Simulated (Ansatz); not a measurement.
# C2H6Cl4Ga2: small, medium and large basis sets

An exercise on one series of results from a longer session: the logs are not shown, and one member is left open.

Method: one geometry, several basis sets; program: Ansatz 0.2.0, Gaussian basis.

Levels to be run: PBE0-D4/def2-SVP; ωB97M-V/def2-SVP; PBE0-D4/def2-QZVPP; ωB97M-V/def2-QZVPP; the functionals' def2-TZVPP values are taken from earlier runs.

**The relaxed structure**

An earlier PBE0-D4 in a triple-zeta def2 set relaxation fixed the geometry.

SMILES `[CH3][Ga@-]1([Cl])[Cl+][Ga@@-]([CH3])([Cl])[Cl+]1`, 14 atoms, charge 0, spin multiplicity 1.

Atoms are counted from 1 here; the program's logs count them from 0.

Bond lengths: C1–Ga2 1.945 Å, C1–H9 1.091 Å, C1–H10 1.091 Å, C1–H11 1.090 Å, Ga2–Cl3 2.139 Å, Ga2–Cl4 2.350 Å, Ga2–Cl8 2.351 Å, Cl4–Ga5 2.351 Å, Ga5–C6 1.945 Å, Ga5–Cl7 2.139 Å, Ga5–Cl8 2.350 Å, C6–H12 1.091 Å, C6–H13 1.091 Å, C6–H14 1.090 Å. Angles: Ga2–C1–H9 109.8°, Ga2–C1–H10 109.7°, Ga2–C1–H11 110.0°, H9–C1–H10 108.8°, H9–C1–H11 109.3°, H10–C1–H11 109.3°, C1–Ga2–Cl3 127.0°, C1–Ga2–Cl4 110.8°, C1–Ga2–Cl8 110.7°, Cl3–Ga2–Cl4 106.0°, Cl3–Ga2–Cl8 106.0°, Cl4–Ga2–Cl8 90.0°, Ga2–Cl4–Ga5 89.8°, Cl4–Ga5–C6 110.7°, Cl4–Ga5–Cl7 106.0°, Cl4–Ga5–Cl8 90.0°, C6–Ga5–Cl7 127.0°, C6–Ga5–Cl8 110.8° and more.

Set-up of the first run:

in.yaml

```yaml
crystal:
  periodic: [false, false, false]
  atoms:
    - {symbol: C, position_ang: [-0.976943, -2.415893, 1.153634]}
    - {symbol: Ga, position_ang: [0.637939, -1.334475, 1.089739]}
    - {symbol: Cl, position_ang: [2.499128, -1.742842, 2.062097]}
    - {symbol: Cl, position_ang: [0.149855, 0.919339, 1.543349]}
    - {symbol: Ga, position_ang: [0.856978, 1.501363, -0.621695]}
    - {symbol: C, position_ang: [-0.617918, 2.237888, -1.652970]}
    - {symbol: Cl, position_ang: [2.814063, 2.335860, -0.398785]}
    - {symbol: Cl, position_ang: [1.174926, -0.771474, -1.128553]}
    - {symbol: H, position_ang: [-1.317522, -2.509478, 2.185721]}
    - {symbol: H, position_ang: [-0.769283, -3.411923, 0.760229]}
    - {symbol: H, position_ang: [-1.761255, -1.949993, 0.556993]}
    - {symbol: H, position_ang: [-0.872806, 3.228943, -1.275146]}
    - {symbol: H, position_ang: [-0.327901, 2.324901, -2.700926]}
    - {symbol: H, position_ang: [-1.489261, 1.587783, -1.573696]}
basis:
  gaussian: {orbitals: def2-SVP}
hamiltonian: {xc: pbe0, dispersion: d4}
output: {orbitals: {seedname: orbitals}}
```

Steps of the session up to this table: PBE0-D4 in def2-SVP; ωB97M-V in def2-SVP; PBE0-D4 in def2-QZVPP; ωB97M-V in def2-QZVPP.

One of the session's tables, all rows but one given; the rest of the session is left out.

It belongs to the step «Functionals by basis». 

```
functional       basis  HOMO (eV)
   PBE0-D4    def2-SVP      -8.53
   PBE0-D4  def2-TZVPP      -8.61
   PBE0-D4  def2-QZVPP      -8.63
   ωB97M-V    def2-SVP     -10.70
   ωB97M-V  def2-TZVPP     -10.80
   ωB97M-V  def2-QZVPP          ?
```

Estimate the missing values for ωB97M-V, def2-QZVPP.

The run gave: HOMO (eV): -10.83. In the column «HOMO (eV)» it is the lowest.
